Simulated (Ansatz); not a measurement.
The system is WS.

```
W S
1.0
     3.00789    0.00000    0.00000
     0.00000    3.00789    0.00000
     0.00000    0.00000    3.00789
W S
1 1
Direct
  0.50000 0.50000 0.50000
  0.00000 0.00000 0.00000
```

The cell was built by a generator and needn't be a form met in nature.

```yaml
Program: Ansatz 0.2.0
Task: relaxation of cell and atoms
Functional: HSE06
Potentials_or_basis: Ansatz PAW
Cutoff: "420 eV (not typed: the program's choice for these potentials)"
k_mesh: 5 × 5 × 5
Occupations: fermi-dirac, width 0.05 eV
Spin: no spin polarisation
```

At the start: volume 13.61 Å³/atom.

Task: How do energy, volume and symmetry change on relaxing?

Result: It ends after 5 steps and the volume is 13.20 Å³/atom (-3.0 %); space group Pm-3m (No. 221, to 0.05 Å).

The path:
| step | energy change (eV) | largest force (eV/Å) | volume (Å³) |
| --- | --- | --- | --- |
| 1 | 0.0000 | 0.0000 | 27.21 |
| 2 | -0.0117 | 0.0000 | 25.86 |
| 3 | -0.0212 | 0.0000 | 26.42 |
| 4 | -0.0213 | 0.0000 | 26.39 |
| 5 | -0.0209 | 0.0000 | 26.39 |

Final structure:
```yaml
crystal:
  lattice:
    - [2.97739, 0.00000, 0.00000]
    - [0.00000, 2.97739, 0.00000]
    - [0.00000, 0.00000, 2.97739]
  atoms:
    - { symbol: W, position: [0.50000, 0.50000, 0.50000] }
    - { symbol: S, position: [0.00000, 0.00000, 0.00000] }
```

Caveat: the k mesh is coarse (spacing up to 0.42 Å⁻¹), so the values aren't converged, least of all with exact exchange; the plane-wave basis is chosen anew once the cell has moved, so the energies of steps on either side of that aren't comparable; the PAW data sets come from PBE, with cores solved anew for the run's functional, which leaves a small shift of forces and pressure.
